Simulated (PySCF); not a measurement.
# TeN (quartet): the SCF solver's settings

The same problem is solved with other solver options, one edit a run.

The runs use PySCF 2.14.0; each script names its method and basis.

9 further runs of the same task are left out: 9 that didn't finish.

### 1 Starting geometry

TeN (quartet): 2 atoms, charge 0, spin multiplicity 4.

Bond lengths: Te1–N2 1.975 Å.

### 2 Base script

Contents of input.py:

```python
from pyscf import gto, scf, mp

mol = gto.M(
    atom='Te 0 0 0; N 0 0 1.975',
    basis='def2-svpd',
    ecp={'Te': 'def2-svpd'},
    charge=0,
    spin=3,
    symmetry=True,
    verbose=4,
)
mf = scf.UHF(mol)
mf.kernel()
mp.MP2(mf, frozen=5).kernel()
mf.dip_moment()
print('orbital energies (hartree):', [e[max(0, n-3):n+3].round(4) for e, n in zip(mf.mo_energy, mol.nelec)])
```

Started as:

```sh
python input.py
```

Its log is not repeated here.

Base result: E(SCF) = -321.262065 Eh, 15 cycles, E(MP2) − E(SCF) = -0.21073 Eh, ⟨S²⟩ = 3.833, μ = 0.17 D (of the SCF density).

The bond length is a typed value, not an optimised one. The quartet is typed in the script; nothing here shows that it is the ground state.

### 3 Smearing width 0.001 hartree

Variant 1 changes smearing width: none → 0.001 hartree; step after the SCF: mp2 → none.

Contents of input.py:

```python
from pyscf import gto, scf

mol = gto.M(
    atom='Te 0 0 0; N 0 0 1.975',
    basis='def2-svpd',
    ecp={'Te': 'def2-svpd'},
    charge=0,
    spin=3,
    symmetry=True,
    verbose=4,
)
mf = scf.UHF(mol)
mf = scf.addons.smearing_(mf, sigma=0.001, method='fermi')
mf.kernel()
mf.dip_moment()
print('orbital energies (hartree):', [e[max(0, n-3):n+3].round(4) for e, n in zip(mf.mo_energy, mol.nelec)])
```

Started as:

```sh
python input.py
```

### 4 Level shift 0.1 hartree

Variant 2 changes level shift: none → 0.1 hartree.

input.py, as its differences from that of step 2:

```diff
@@ -12,2 +12,3 @@
 mf = scf.UHF(mol)
+mf.level_shift = 0.1
 mf.kernel()
```

### 5 DIIS space 20

Variant 3 changes DIIS space: default → 20.

input.py, as its differences from that of step 2:

```diff
@@ -12,2 +12,3 @@
 mf = scf.UHF(mol)
+mf.diis_space = 20
 mf.kernel()
```

Q: Predict the outcome of this session. Wanted: for each run, E(SCF); from base; gap, α spin; SCF dipole; after the SCF.

The runs gave:

```tsv
run	E(SCF) (hartree)	from base (eV)	cycles	gap, α spin (eV)	SCF dipole (D)	after the SCF
base	-321.262065	0	15	9.99	0.17	MP2 correlation -5.734 eV, core frozen
smearing width 0.001 hartree	-321.115459	not comparable	12	n/a	3.19	n/a
level shift 0.1 hartree	-321.262065	0.0000	16	9.99	0.17	MP2 correlation -5.734 eV, core frozen
DIIS space 20	-321.262065	0.0000	15	9.99	0.17	MP2 correlation -5.734 eV, core frozen
```

Distance from each run's final energy (log10 hartree) by cycle:

```tsv
run	cycle 1	cycle 2	cycle 3	cycle 5	cycle 8	cycle 12
base	0.1	0.3	-0.9	-2.1	-4.0	-7.3
smearing width 0.001 hartree	0.2	0.5	-1.0	-2.7	-4.8	< -11
level shift 0.1 hartree	0.1	0.0	-1.3	-2.0	-3.6	-6.5
DIIS space 20	0.1	0.3	-0.9	-2.1	-4.0	-7.5
```

In words: The SCF energy stays the same, to the digits that matter, with level shift 0.1 hartree or DIIS space 20. With level shift 0.1 hartree, DIIS space 20 the path hardly changes: 15 to 16 cycles against 15.
